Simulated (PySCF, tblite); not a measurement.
# C₂H₅N₃Si: bond homolysis, part 2 of 2

tblite 0.8.0 and PySCF 2.14.0. Atoms count from 0.

### Step 13. Single point (C₂H₄N₃Si radical, [SiH3]n1[c]cnn1): M06-2X/def2-TZVP

Geometry: PBE0-D3(BJ)/def2-SVP.

The job: settings as JSON, then the geometry in Å.

```
{"job": {"kind": "sp", "xc": "M06-2X", "basis": "def2-TZVP", "grid": 3}, "charge": 0, "multiplicity": 2}
Si    -1.873963    -0.235619     0.021781
N     -0.094486    -0.122432    -0.169861
C      0.856048     0.510165     0.540997
C      2.059706     0.248453    -0.057875
N      1.779037    -0.547278    -1.125523
N      0.510431    -0.769888    -1.197282
H     -2.179941     0.612884     1.203150
H     -2.230783    -1.657296     0.258905
H     -2.507355     0.288160    -1.214407
H      3.068464     0.562905     0.193044
```

Output:

```text
coarse grid: 42024 points
cycle   1  E = -532.1679336509  dE =  1.166e+00  |g| = 2.854e-01  |ddm| = 1.915e+00
cycle   2  E = -532.1768327281  dE = -8.899e-03  |g| = 2.939e-01  |ddm| = 4.743e-01
cycle   3  E = -532.2116720513  dE = -3.484e-02  |g| = 1.061e-01  |ddm| = 2.178e-01
cycle   4  E = -532.2171141596  dE = -5.442e-03  |g| = 2.703e-02  |ddm| = 8.657e-02
cycle   5  E = -532.2180059508  dE = -8.918e-04  |g| = 1.382e-02  |ddm| = 4.695e-02
cycle   6  E = -532.2182273564  dE = -2.214e-04  |g| = 6.017e-03  |ddm| = 2.577e-02
cycle   7  E = -532.2182797219  dE = -5.237e-05  |g| = 2.865e-03  |ddm| = 1.306e-02
cycle   8  E = -532.2182902819  dE = -1.056e-05  |g| = 1.413e-03  |ddm| = 5.112e-03
cycle   9  E = -532.2182938756  dE = -3.594e-06  |g| = 9.157e-04  |ddm| = 3.514e-03
final grid: 128360 points
cycle  10  E = -532.2188805405  dE = -1.110e-05  |g| = 1.671e-03  |ddm| = 9.903e-03
cycle  11  E = -532.2188802630  dE =  2.775e-07  |g| = 1.991e-03  |ddm| = 2.411e-03
cycle  12  E = -532.2188819034  dE = -1.640e-06  |g| = 4.146e-04  |ddm| = 1.415e-03
cycle  13  E = -532.2188820329  dE = -1.296e-07  |g| = 1.471e-04  |ddm| = 3.951e-04
cycle  14  E = -532.2188820976  dE = -6.470e-08  |g| = 9.262e-05  |ddm| = 3.963e-04
cycle  15  E = -532.2188821167  dE = -1.905e-08  |g| = 5.881e-05  |ddm| = 1.979e-04
cycle  16  E = -532.2188821266  dE = -9.897e-09  |g| = 1.803e-05  |ddm| = 2.201e-04
converged SCF energy = -532.2188821266
```

It took 33 s on 1 thread of AMD EPYC 9R45, shared host; peak memory 0.8 GiB.

### Step 14. Optimising the geometry with GFN2-xTB

This step treats C₂H₄N₃Si radical, labelled `[SiH2]n1ccnn1` (the label fixes atoms and charge, not where charge and spin sit).

The job: settings as JSON, then the geometry in Å.

```
{"job": {"kind": "relax", "xc": "GFN2-xTB", "basis": "xTB"}, "charge": 0, "multiplicity": 2}
Si    -1.845700    -0.234300     0.007200
N     -0.093300    -0.106100    -0.175600
C      0.882500     0.524300     0.581600
C      2.043300     0.242900    -0.075500
N      1.763400    -0.575200    -1.106500
N      0.488700    -0.775400    -1.182000
H     -2.236500    -1.639700     0.238700
H     -2.478900     0.309400    -1.219700
H      0.637900     1.125100     1.452100
H      3.053000     0.529100     0.190000
```

Output:

```text
step      E/eV     max force
  0    -455.63341    1.587
  1    -455.68820    0.700
  2    -455.70575    0.319
  3    -455.71213    0.181
  4    -455.71398    0.160
  5    -455.71644    0.168
  6    -455.71894    0.156
  7    -455.72133    0.157
  8    -455.72356    0.113
  9    -455.72481    0.081
 10    -455.72534    0.064
 11    -455.72564    0.051
 12    -455.72593    0.058
 13    -455.72619    0.057
 14    -455.72637    0.035
 15    -455.72648    0.028
 16    -455.72654    0.019
 17    -455.72658    0.017
 18    -455.72661    0.015
 19    -455.72663    0.014
 20    -455.72666    0.019
 21    -455.72669    0.020
 22    -455.72672    0.015
 23    -455.72676    0.021
 24    -455.72681    0.025
 25    -455.72686    0.023
 26    -455.72688    0.016
 27    -455.72690    0.009
 28    -455.72002    0.409
 29    -455.72528    0.263
 30    -455.72864    0.111
 31    -455.72882    0.076
 32    -455.72907    0.024
 33    -455.72911    0.025
 34    -455.72918    0.022
 35    -455.72921    0.020
 36    -455.72926    0.027
 37    -455.72930    0.018
 38    -455.72934    0.017
 39    -455.72937    0.017
 40    -455.72939    0.018
 41    -455.72945    0.024
 42    -455.72956    0.047
 43    -455.72982    0.072
 44    -455.73030    0.087
 45    -455.73093    0.076
 46    -455.73148    0.083
 47    -455.73211    0.081
 48    -455.73301    0.143
 49    -455.73510    0.288
 50    -455.73763    0.293
 51    -455.72903    0.540
 52    -455.74429    0.131
 53    -455.74640    0.106
 54    -455.74910    0.343
 55    -455.75210    0.203
 56    -455.75711    0.104
 57    -455.76790    0.140
 58    -455.77003    0.341
 59    -455.77366    0.099
 60    -455.77481    0.125
 61    -455.77593    0.191
 62    -455.77778    0.124
 63    -455.78068    0.090
 64    -455.78176    0.106
 65    -455.78248    0.085
 66    -455.78308    0.085
 67    -455.78411    0.080
 68    -455.78469    0.071
 69    -455.78551    0.056
 70    -455.78580    0.045
 71    -455.78605    0.042
 72    -455.78630    0.040
 73    -455.78644    0.038
 74    -455.78655    0.026
 75    -455.78660    0.014
 76    -455.78662    0.012
 77    -455.78664    0.012
 78    -455.78667    0.014
 79    -455.78669    0.015
 80    -455.78672    0.015
 81    -455.78675    0.021
 82    -455.78679    0.024
 83    -455.78683    0.024
 84    -455.78688    0.023
 85    -455.78692    0.019
 86    -455.78695    0.012
 87    -455.78696    0.007
```

Wall time 0.11 s (1 thread of AMD EPYC 9R45, shared host).

Relaxation path: (not every step is listed) (the energy doesn't fall at every step)

```csv
step,energy from step 0 (eV),largest force (eV/Å)
0,0.0000,1.5871
1,-0.0548,0.7001
2,-0.0723,0.3191
3,-0.0787,0.1808
4,-0.0806,0.1605
5,-0.0830,0.1684
6,-0.0855,0.1564
7,-0.0879,0.1570
8,-0.0901,0.1135
15,-0.0931,0.0276
22,-0.0933,0.0154
29,-0.0919,0.2626
36,-0.0958,0.0266
43,-0.0964,0.0721
50,-0.1042,0.2925
57,-0.1345,0.1401
64,-0.1483,0.1064
71,-0.1526,0.0425
78,-0.1533,0.0142
82,-0.1534,0.0244
83,-0.1534,0.0235
84,-0.1535,0.0232
85,-0.1535,0.0187
86,-0.1535,0.0121
87,-0.1535,0.0075
```

Close pairs (by a distance rule), those that changed most:

```csv
bond,before (Å),after (Å),change (Å)
Si0–H6,1.477,1.445,-0.032
Si0–H7,1.484,1.455,-0.029
N1–C2,1.387,1.358,-0.028
N4–N5,1.293,1.272,-0.020
Si0–N1,1.767,1.747,-0.019
C2–H8,1.086,1.069,-0.017
C3–H9,1.083,1.070,-0.013
C2–C3,1.363,1.372,+0.009
```

The final coordinates are the input of the step that follows.

### Step 15. Harmonic vibrations with GFN2-xTB

The job: settings as JSON, then the geometry in Å.

```
{"job": {"kind": "ir", "xc": "GFN2-xTB", "basis": "xTB"}, "charge": 0, "multiplicity": 2}
Si    -1.810207    -0.488014     0.011242
N     -0.084433    -0.268840    -0.152139
C      0.774920     0.656719     0.347864
C      2.016446     0.259586    -0.079899
N      1.862326    -0.869178    -0.802517
N      0.629372    -1.180875    -0.844450
H     -2.175789    -1.533002    -0.916658
H     -2.438884     0.824175    -0.007329
H      0.438644     1.483446     0.936457
H      2.978182     0.700747     0.078961
```

Output:

```text
mode    cm-1     km/mol
  1     113.3      2.40
  2     154.9      1.04
  3     181.1      3.94
  4     493.1     10.69
  5     520.6     45.96
  6     543.1     52.65
  7     612.7      3.10
  8     677.1    144.97
  9     685.2     25.06
 10     774.1      4.22
 11     829.3      3.29
 12     921.1      8.07
 13     986.7      0.82
 14    1030.6     75.96
 15    1093.7      3.75
 16    1125.7     28.00
 17    1266.9     21.84
 18    1338.7     95.00
 19    1367.9     23.58
 20    1458.0      8.27
 21    2332.4    214.53
 22    2439.3    260.52
 23    3181.8     14.86
 24    3195.3     24.88
ZPE 163.426  H(298)-E 182.071  G(298)-E 83.091 kJ/mol  S 331.98 J/(mol K)
```

It took 0.28 s on 1 thread of AMD EPYC 9R45, shared host.

The strongest bands and the atoms that carry them (share of the mass-weighted mode):

```csv
cm⁻¹,km/mol,atoms
521,46.0,"H7 47 %, H6 38 %"
543,52.6,"H6 53 %, H7 33 %"
677,145.0,"H7 43 %, H6 33 %"
1031,76.0,"H8 38 %, N5 30 %, N1 14 %, N4 12 %"
1126,28.0,"N1 38 %, H8 33 %, N5 19 %"
1339,95.0,"N5 38 %, N4 33 %, C3 11 %"
2332,214.5,H7 95 %
2439,260.5,H6 95 %
```

### Step 16. Relaxing the molecule at PBE0-D3(BJ)/def2-SVP

This step treats C2H4N3Si radical, labelled `[SiH2]n1ccnn1` (the label fixes atoms and charge, not where charge and spin sit).

Settings changed since step 15:

```diff
@@ -1,2 +1,2 @@
-{"job": {"kind": "ir", "xc": "GFN2-xTB", "basis": "xTB"}, "charge": 0, "multiplicity": 2}
+{"job": {"xc": "PBE0", "basis": "def2-SVP", "d3": "d3bj", "grid": 1, "kind": "geom"}, "charge": 0, "multiplicity": 2}
 Si    -1.810207    -0.488014     0.011242
```

Output:

```text
step   0  E = -531.62205562  max force = 0.022453
step   1  E = -531.62592945  max force = 0.005893
step   2  E = -531.62634959  max force = 0.001092
step   3  E = -531.62642852  max force = 0.000741
step   4  E = -531.62666734  max force = 0.002677
step   5  E = -531.62670498  max force = 0.001196
step   6  E = -531.62671419  max force = 0.000164
optimisation converged
```

It took 33 s on 1 thread of AMD EPYC 9R45, shared host.

The steps of the relaxation:

```csv
step,energy from step 0 (eV),largest force component (eV/Å)
0,0.0000,1.1546
1,-0.1054,0.3030
2,-0.1168,0.0562
3,-0.1190,0.0381
4,-0.1255,0.1377
5,-0.1265,0.0615
6,-0.1268,0.0084
```

Distances of close pairs at the start and the end, largest changes first:

```csv
bond,before (Å),after (Å),change (Å)
Si0–H6,1.445,1.489,+0.045
Si0–N1,1.747,1.789,+0.042
Si0–H7,1.455,1.494,+0.039
C2–H8,1.069,1.087,+0.018
C3–H9,1.070,1.088,+0.018
C3–N4,1.349,1.361,+0.012
N4–N5,1.272,1.282,+0.010
N1–C2,1.358,1.362,+0.004
```

The end geometry stands in the next job.

```csv
at the end point,value
point group (found at 0.08 Å tolerance),C1
"rotational constants (GHz, main isotopes)","9.333, 2.222, 1.807"
dipole moment (D),4.12
⟨S²⟩,0.752
```

### Step 17. Single point (C₂H₄N₃Si radical, [SiH2]n1ccnn1): M06-2X/def2-TZVP

Geometry: PBE0-D3(BJ)/def2-SVP.

The job: settings as JSON, then the geometry in Å.

```
{"job": {"kind": "sp", "xc": "M06-2X", "basis": "def2-TZVP", "grid": 3}, "charge": 0, "multiplicity": 2}
Si    -1.820628    -0.570174     0.037963
N     -0.058090    -0.324565    -0.146097
C      0.762902     0.691179     0.240411
C      2.024090     0.244897    -0.066399
N      1.916830    -0.999738    -0.606664
N      0.681362    -1.339326    -0.649167
H     -2.304500    -1.262992    -1.188047
H     -2.389751     0.799607     0.215673
H      0.392707     1.616369     0.674490
H      2.986615     0.735504     0.059546
```

Output:

```text
coarse grid: 42024 points
cycle   1  E = -532.2234799444  dE =  1.202e+00  |g| = 2.791e-01  |ddm| = 1.924e+00
cycle   2  E = -532.2291016499  dE = -5.622e-03  |g| = 3.013e-01  |ddm| = 4.862e-01
cycle   3  E = -532.2649897280  dE = -3.589e-02  |g| = 9.078e-02  |ddm| = 2.225e-01
cycle   4  E = -532.2687517005  dE = -3.762e-03  |g| = 1.545e-02  |ddm| = 7.628e-02
cycle   5  E = -532.2689497135  dE = -1.980e-04  |g| = 6.883e-03  |ddm| = 2.579e-02
cycle   6  E = -532.2689793871  dE = -2.967e-05  |g| = 3.326e-03  |ddm| = 8.724e-03
cycle   7  E = -532.2689875874  dE = -8.200e-06  |g| = 1.043e-03  |ddm| = 4.399e-03
final grid: 128360 points
cycle   8  E = -532.2696011296  dE = -9.150e-06  |g| = 1.556e-03  |ddm| = 1.127e-02
cycle   9  E = -532.2696008736  dE =  2.560e-07  |g| = 1.746e-03  |ddm| = 2.138e-03
cycle  10  E = -532.2696020623  dE = -1.189e-06  |g| = 3.671e-04  |ddm| = 1.218e-03
cycle  11  E = -532.2696021299  dE = -6.762e-08  |g| = 8.957e-05  |ddm| = 3.158e-04
cycle  12  E = -532.2696021404  dE = -1.050e-08  |g| = 4.473e-05  |ddm| = 1.827e-04
cycle  13  E = -532.2696021429  dE = -2.532e-09  |g| = 1.760e-05  |ddm| = 7.386e-05
converged SCF energy = -532.2696021429
```

Wall time 30 s (1 thread of AMD EPYC 9R45, shared host); peak memory 0.86 GiB.

### Step 18. Optimising the geometry with GFN2-xTB

This step treats SiH3 radical, labelled `[SiH3]` (the label fixes atoms and charge, not where charge and spin sit).

The job: settings as JSON, then the geometry in Å.

```
{"job": {"kind": "relax", "xc": "GFN2-xTB", "basis": "xTB"}, "charge": 0, "multiplicity": 2}
Si    -1.845700    -0.234300     0.007200
H     -2.200600     0.628200     1.168200
H     -2.219400    -1.653200     0.252900
H     -2.492900     0.315000    -1.245300
```

Output:

```text
step      E/eV     max force
  0     -86.73618    0.996
  1     -86.76737    0.760
  2     -86.80015    0.376
  3     -86.80286    0.185
  4     -86.80448    0.175
  5     -86.80835    0.255
  6     -86.81064    0.231
  7     -86.81202    0.093
  8     -86.81217    0.014
  9     -86.81218    0.003
```

Run time: 0.02 s. Hardware: 1 thread of AMD EPYC 9R45, shared host.

The steps of the relaxation:

```csv
step,energy from step 0 (eV),largest force (eV/Å)
0,0.0000,0.9957
1,-0.0312,0.7601
2,-0.0640,0.3758
3,-0.0667,0.1847
4,-0.0683,0.1748
5,-0.0722,0.2551
6,-0.0745,0.2309
7,-0.0758,0.0929
8,-0.0760,0.0142
9,-0.0760,0.0030
```

Distances of close pairs at the start and the end, largest changes first:

```csv
bond,before (Å),after (Å),change (Å)
Si0–H3,1.513,1.449,-0.064
Si0–H1,1.489,1.449,-0.040
Si0–H2,1.488,1.449,-0.039
```

The final coordinates are the input of the step that follows.

### Step 19. Harmonic vibrations with GFN2-xTB

The job: settings as JSON, then the geometry in Å.

```
{"job": {"kind": "ir", "xc": "GFN2-xTB", "basis": "xTB"}, "charge": 0, "multiplicity": 2}
Si    -1.953857    -0.226648     0.015817
H     -2.163838     0.625634     1.168766
H     -2.187470    -1.639357     0.238372
H     -2.453454     0.296073    -1.240053
```

Output:

```text
mode    cm-1     km/mol
  1     490.8     31.99
  2     764.7    212.35
  3     765.5    212.14
  4    2359.3      3.94
  5    2389.3    491.78
  6    2389.8    491.68
ZPE 54.785  H(298)-E 65.776  G(298)-E 0.457 kJ/mol  S 219.08 J/(mol K)
```

It took 0.09 s on 1 thread of AMD EPYC 9R45, shared host.

The strongest bands and the atoms that carry them (share of the mass-weighted mode):

```csv
cm⁻¹,km/mol,atoms
491,32.0,"H2 30 %, H3 30 %, H1 30 %"
765,212.3,"H2 54 %, H3 38 %"
766,212.1,"H1 59 %, H3 26 %, H2 10 %"
2359,3.9,"H3 34 %, H2 33 %, H1 32 %"
2389,491.8,"H3 60 %, H1 27 %"
2390,491.7,"H2 56 %, H1 38 %"
```

### Step 20. Optimising the geometry at PBE0-D3(BJ)/def2-SVP

This step treats SiH3 radical, labelled `[SiH3]` (the label fixes atoms and charge, not where charge and spin sit).

The job: settings as JSON, then the geometry in Å.

```
{"job": {"xc": "PBE0", "basis": "def2-SVP", "d3": "d3bj", "grid": 1, "kind": "geom"}, "charge": 0, "multiplicity": 2}
Si    -1.953857    -0.226648     0.015817
H     -2.163838     0.625634     1.168766
H     -2.187470    -1.639357     0.238372
H     -2.453454     0.296073    -1.240053
```

Output:

```text
step   0  E = -291.00491269  max force = 0.018919
step   1  E = -291.00795854  max force = 0.002448
step   2  E = -291.00802138  max force = 0.000372
step   3  E = -291.00802586  max force = 0.000070
optimisation converged
```

Wall time 0.96 s (1 thread of AMD EPYC 9R45, shared host).

Along the way:

```csv
step,energy from step 0 (eV),largest force component (eV/Å)
0,0.0000,0.9729
1,-0.0829,0.1259
2,-0.0846,0.0191
3,-0.0847,0.0036
```

Distances of close pairs at the start and the end, largest changes first:

```csv
bond,before (Å),after (Å),change (Å)
Si0–H2,1.449,1.494,+0.045
Si0–H1,1.449,1.494,+0.045
Si0–H3,1.449,1.494,+0.045
```

The final coordinates are the input of the step that follows.

```csv
at the end point,value
point group (found at 0.08 Å tolerance),C3v
"rotational constants (GHz, main isotopes)","139.6, 139.5, 82.351"
dipole moment (D),0.03
⟨S²⟩,0.752
```

### Step 21. Single point (SiH3 radical): M06-2X/def2-TZVP

Geometry: PBE0-D3(BJ)/def2-SVP.

The job: settings as JSON, then the geometry in Å.

```
{"job": {"kind": "sp", "xc": "M06-2X", "basis": "def2-TZVP", "grid": 3}, "charge": 0, "multiplicity": 2}
Si    -1.855706    -0.222456     0.003376
H     -2.195562     0.629550     1.182752
H     -2.222038    -1.651291     0.241541
H     -2.488499     0.300202    -1.245186
```

Output:

```text
coarse grid: 13832 points
cycle   1  E = -291.1981047691  dE = -2.411e-01  |g| = 9.300e-02  |ddm| = 9.275e-01
cycle   2  E = -291.2048689087  dE = -6.764e-03  |g| = 3.902e-02  |ddm| = 1.395e-01
cycle   3  E = -291.2057118382  dE = -8.429e-04  |g| = 1.124e-02  |ddm| = 5.247e-02
cycle   4  E = -291.2058608260  dE = -1.490e-04  |g| = 2.229e-03  |ddm| = 2.172e-02
cycle   5  E = -291.2058709698  dE = -1.014e-05  |g| = 7.133e-04  |ddm| = 5.791e-03
cycle   6  E = -291.2058719779  dE = -1.008e-06  |g| = 1.758e-04  |ddm| = 1.799e-03
final grid: 48608 points
cycle   7  E = -291.2055582269  dE = -2.897e-06  |g| = 8.921e-04  |ddm| = 2.481e-03
cycle   8  E = -291.2055584217  dE = -1.949e-07  |g| = 3.857e-04  |ddm| = 7.529e-04
cycle   9  E = -291.2055584575  dE = -3.572e-08  |g| = 4.754e-05  |ddm| = 2.726e-04
cycle  10  E = -291.2055584618  dE = -4.301e-09  |g| = 1.002e-05  |ddm| = 1.245e-04
converged SCF energy = -291.2055584618
```

Wall time 1.4 s (1 thread of AMD EPYC 9R45, shared host).

### Step 22. Bond homolysis: M06-2X/def2-TZVP

This step combines the energies above: geometries from PBE0-D3(BJ)/def2-SVP, zero-point and thermal terms from GFN2-xTB.

The job: settings as JSON, then the geometry in Å.

```
{"job": {"kind": "bd", "cap": 8, "geom": {"xc": "PBE0", "basis": "def2-SVP", "d3": "d3bj", "grid": 1}, "level": {"xc": "M06-2X", "basis": "def2-TZVP", "grid": 3}}, "charge": 0, "multiplicity": 1}
Si    -1.861977    -0.228136     0.012436
N     -0.082587    -0.114710    -0.152562
C      0.865094     0.531885     0.578404
C      2.045774     0.228262    -0.054899
N      1.766617    -0.571365    -1.117805
N      0.499724    -0.773697    -1.173212
H     -2.189842     0.619514     1.191167
H     -2.236885    -1.645570     0.249746
H     -2.490383     0.300348    -1.224739
H      0.628929     1.131930     1.453331
H      3.062370     0.531807     0.184698
```

Output (the driver's rows laid out field by field):

```text
homolysis bond by bond, M06-2X/def2-TZVP // PBE0-D3(BJ)/def2-SVP

row 1
  atoms                   3 10
  elements                C H
  length                  1.0877
  fragments               formula C2H4N3Si, charge 0, multiplicity 2, smiles [SiH3]n1c[c]nn1, kept yes, pieces 1, point_group C1, faults imaginary_mode, largest_spin C 0.986; formula H, charge 0, multiplicity 2, smiles [H], kept yes, pieces 1
  electronic              522.71
  zero_kelvin             489.81
  enthalpy                495.97
  free_energy             460.24

row 2
  atoms                   2 9
  elements                C H
  length                  1.0869
  fragments               formula C2H4N3Si, charge 0, multiplicity 2, smiles [SiH3]n1[c]cnn1, kept yes, pieces 1, point_group Cs, largest_spin C 1.017; formula H, charge 0, multiplicity 2, smiles [H], kept yes, pieces 1
  electronic              527.89
  zero_kelvin             495.01
  enthalpy                501.42
  free_energy             463.73

row 3
  atoms                   0 6
  elements                Si H
  length                  1.4884
  fragments               formula C2H4N3Si, charge 0, multiplicity 2, smiles [SiH2]n1ccnn1, kept yes, pieces 1, point_group C1, largest_spin Si 0.905; formula H, charge 0, multiplicity 2, smiles [H], kept yes, pieces 1
  electronic              394.72
  zero_kelvin             371.42
  enthalpy                376.99
  free_energy             342.43

row 4
  atoms                   0 1
  elements                Si N
  length                  1.7906
  fragments               formula H3Si, charge 0, multiplicity 2, smiles [SiH3], kept yes, pieces 1, point_group C3v, largest_spin Si 1.013; formula C2H2N3, charge 0, multiplicity 2, smiles C1=CN=N[N]1, kept yes, pieces 1, point_group Cs, largest_spin N 0.592
  electronic              480.24
  zero_kelvin             462.54
  enthalpy                467.0
  free_energy             416.52
```

It took 4.7 min on 1 thread of AMD EPYC 9R45, shared host.

Some single points behind these values are not shown above.

Dissociation energies (kJ/mol, gas phase, 298 K for the thermal columns):

```csv
bond,fragments,electronic,enthalpy,free energy
C3–H10,[SiH3]n1c[c]nn1 + [H],522.7,496.0,460.2
C2–H9,[SiH3]n1[c]cnn1 + [H],527.9,501.4,463.7
Si0–H6,[SiH2]n1ccnn1 + [H],394.7,377.0,342.4
Si0–N1,[SiH3] + C1=CN=N[N]1,480.2,467.0,416.5
```

The driver flags rows whose values are rough: an imaginary mode (C3–H10).

### Step 23. Results

This closing draws on all 2 parts.

| quantity | value |
| --- | --- |
| strongest single infrared mode (GFN2-xTB) | 2273 cm⁻¹, 346 km/mol |
| zero-point energy (GFN2-xTB) | 44.6 kcal/mol |
| point group | Cs |
| rotational constants (main isotopes) | 9.01, 2.15, 1.77 GHz |
| bond enthalpy (ΔH), C3–H10 (M06-2X/def2-TZVP) | 496.0 kJ/mol |
| bond enthalpy (ΔH), C2–H9 (M06-2X/def2-TZVP) | 501.4 kJ/mol |
| bond enthalpy (ΔH), Si0–H6 (M06-2X/def2-TZVP) | 377.0 kJ/mol |
| bond enthalpy (ΔH), Si0–N1 (M06-2X/def2-TZVP) | 467.0 kJ/mol |

What this shows: All 27 modes are real, so the xTB geometry is a minimum. The strongest single mode, at 2273 cm⁻¹, moves mainly H6. Unscaled tight-binding wavenumbers are off by several per cent, some by more. Its intensities can rank the bands wrongly. Over 10 steps the energy fell by 0.105 eV; of the close pairs, Si0–H7 changed most, 1.452 to 1.485 Å (PBE0/def2-SVP). At M06-2X/def2-TZVP the bond enthalpy (ΔH) runs from 377.0 kJ/mol (Si0–H6) to 501.4 kJ/mol (C2–H9). The driver flags rows whose values are rough: an imaginary mode (C3–H10).
